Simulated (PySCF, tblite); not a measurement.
# C₃H₁₀F₂OSi₂: geometry, infrared bands and NMR shifts

Aim: predict the infrared bands and NMR shifts of C₃H₁₀F₂OSi₂ (`CCO[Si](F)(F)C[SiH3]`).

Programs: tblite 0.8.0 and PySCF 2.14.0, with density-fitted response routines of our own. Each step states its level of theory. These are calculated values for one molecule in the gas phase, unless marked as measured. Atoms count from 0, in the outputs and in this text.

### Step 1. The molecule as given

18 atoms, charge 0, multiplicity 1; geometry from: force field or distance geometry start.

Bonds of the start (Å): C0–C1 1.51, C1–O2 1.44, O2–Si3 1.66, Si3–F4 1.59, Si3–F5 1.60, Si3–C6 1.84, C6–Si7 1.84, C0–H8 1.10, C0–H9 1.10, C0–H10 1.10, C1–H11 1.09, C1–H12 1.09, C6–H13 1.10, C6–H14 1.10, Si7–H15 1.48, Si7–H16 1.48, Si7–H17 1.48.

### Step 2. Optimising the geometry with GFN2-xTB

The job: settings as JSON, then the geometry in Å.

```
{"job": {"kind": "relax", "xc": "GFN2-xTB", "basis": "xTB"}, "charge": 0, "multiplicity": 1}
C     -3.386500    -0.405300     0.273300
C     -2.149700    -0.117500    -0.550600
O     -1.014700    -0.173100     0.337500
Si     0.482700     0.114900    -0.328200
F      0.445600     1.560300    -0.982000
F      0.704500    -0.990500    -1.467200
C      1.826300     0.017400     0.919200
Si     3.390900     0.349100     0.016400
H     -4.281700    -0.379700    -0.357400
H     -3.334600    -1.385900     0.758200
H     -3.510600     0.334900     1.072600
H     -2.054800    -0.883300    -1.326800
H     -2.236300     0.870900    -0.992700
H      1.857400    -0.971800     1.396200
H      1.672700     0.758700     1.721400
H      3.651900    -0.674700    -1.018700
H      4.519500     0.286200     0.972100
H      3.408600     1.695500    -0.588300
```

Launch:

```console
OMP_NUM_THREADS=1 python probes_run.py task.json out
```

One launch serves the whole session: the jobs run in the order shown.

**Question.** This job is followed by: GFN2-xTB harmonic vibrations, gas phase; GIAO PBE0/pcSseg-1 NMR shielding, non-relativistic, gas phase. Predict these results of the whole session: strongest single infrared mode (GFN2-xTB); zero-point energy (GFN2-xTB); 13C shifts against TMS (PBE0/pcSseg-1); 1H shifts against TMS (PBE0/pcSseg-1, means over atoms taken as alike); 17O shifts against H2O (PBE0/pcSseg-1); 29Si shifts against TMS (PBE0/pcSseg-1); 19F shifts against CFCl3 (PBE0/pcSseg-1, means over atoms taken as alike).

The runs gave:

| quantity | value |
| --- | --- |
| strongest single infrared mode (GFN2-xTB) | 796 cm⁻¹, 445 km/mol |
| zero-point energy (GFN2-xTB) | 79.2 kcal/mol |
| 13C shifts against TMS (PBE0/pcSseg-1) | 63.0, 19.8, -10.5 ppm |
| 1H shifts against TMS (PBE0/pcSseg-1, means over atoms taken as alike) | 4.30, 4.00, 1.32, 0.00 ppm |
| 17O shifts against H2O (PBE0/pcSseg-1) | 70.4 ppm |
| 29Si shifts against TMS (PBE0/pcSseg-1) | -51.3, -76.2 ppm |
| 19F shifts against CFCl3 (PBE0/pcSseg-1, means over atoms taken as alike) | -152.6 ppm |

What this shows: Relaxing lowered the energy by 0.303 eV in 67 steps; the close pair that moved most is O2–Si3, from 1.664 to 1.598 Å. All 48 modes are real, so the xTB geometry is a minimum. The strongest single mode, at 796 cm⁻¹, moves mainly H16, H15 and H17. GFN2-xTB is a fitted tight-binding method: band positions and strengths are rough. Its intensities can rank the bands wrongly. At PBE0/pcSseg-1: The largest span, 126 ppm, is at F4, F5, where the paramagnetic term is -149 ppm.
